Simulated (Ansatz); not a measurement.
# K2YAgCl6: the cost of one run

Method: DFT PBEsol, scalar-relativistic, plane waves, PAW, in Ansatz 0.2.0.

### Step 1. The system as given

The structure is cubic, space group Fm-3m (No. 225). The conventional cell has a = 10.724 Å, b = 10.724 Å, c = 10.724 Å, α = 90.00°, β = 90.00°, γ = 90.00°. Around K (site symmetry -43m) lie 12 Cl at 3.79 Å. Y (site symmetry m-3m) has 6 Cl at 2.63 Å as nearest neighbours. Around Ag (site symmetry m-3m) lie 6 Cl at 2.73 Å. Cl (site symmetry 4mm) has 1 Y at 2.63 Å and 1 Ag at 2.73 Å and 4 K at 3.79 Å as nearest neighbours.

Coordinates:

```
K Y Ag Cl
1.0
     0.00000    5.36177    5.36177
     5.36177    0.00000    5.36177
     5.36177    5.36177    0.00000
K Y Ag Cl
2 1 1 6
Direct
  0.75000 0.75000 0.75000
  0.25000 0.25000 0.25000
  0.50000 0.50000 0.50000
  0.00000 0.00000 0.00000
  0.74540 0.25460 0.25460
  0.25460 0.25460 0.74540
  0.25460 0.74540 0.74540
  0.25460 0.74540 0.25460
  0.74540 0.25460 0.74540
  0.74540 0.74540 0.25460
```

The structure comes from the Materials Project (structure only).

(A quick probe on a coarse mesh, which set the mesh and smearing, is not shown.)

### Step 3. Full relaxation

Contents of input.yaml:

```yaml
crystal:
  lattice:
    - [0.0, 5.361774, 5.361774]
    - [5.361774, 0.0, 5.361774]
    - [5.361774, 5.361774, 0.0]
  atoms:
    - { symbol: K, position: [0.75, 0.75, 0.75] }
    - { symbol: K, position: [0.25, 0.25, 0.25] }
    - { symbol: "Y", position: [0.5, 0.5, 0.5] }
    - { symbol: Ag, position: [0.0, 0.0, 0.0] }
    - { symbol: Cl, position: [0.7454, 0.2546, 0.2546] }
    - { symbol: Cl, position: [0.2546, 0.2546, 0.7454] }
    - { symbol: Cl, position: [0.2546, 0.7454, 0.7454] }
    - { symbol: Cl, position: [0.2546, 0.7454, 0.2546] }
    - { symbol: Cl, position: [0.7454, 0.2546, 0.7454] }
    - { symbol: Cl, position: [0.7454, 0.7454, 0.2546] }
basis:
  ecutwfc: 420
kpoints:
  mp_grid: { grid: [4, 4, 4] }
hamiltonian:
  xc: pbesol
scf:
  occupations: { method: gaussian, width: 0.02 }
output:
  forces: true
  stress: true
  eigenvalues: true
  write_density: true
  write_potential: true
  elf: true
  volumetric_format: npy
relax:
  adjacent_minimum: "off"
  f_tol: 0.005
  max_steps: 80
  cell: { stress_tol: 0.05 }
```

The run is started by

```
$ ansatz run input.yaml --threads 2 --pin off --max-ram 5120MiB --backend cpu --events-out ev --progress --plain --runs-dir out
```

Q: Estimate wall time and peak memory on 2 threads of Arm Neoverse V2, shared host.

About 29 s, with a peak of 0.68 GiB.
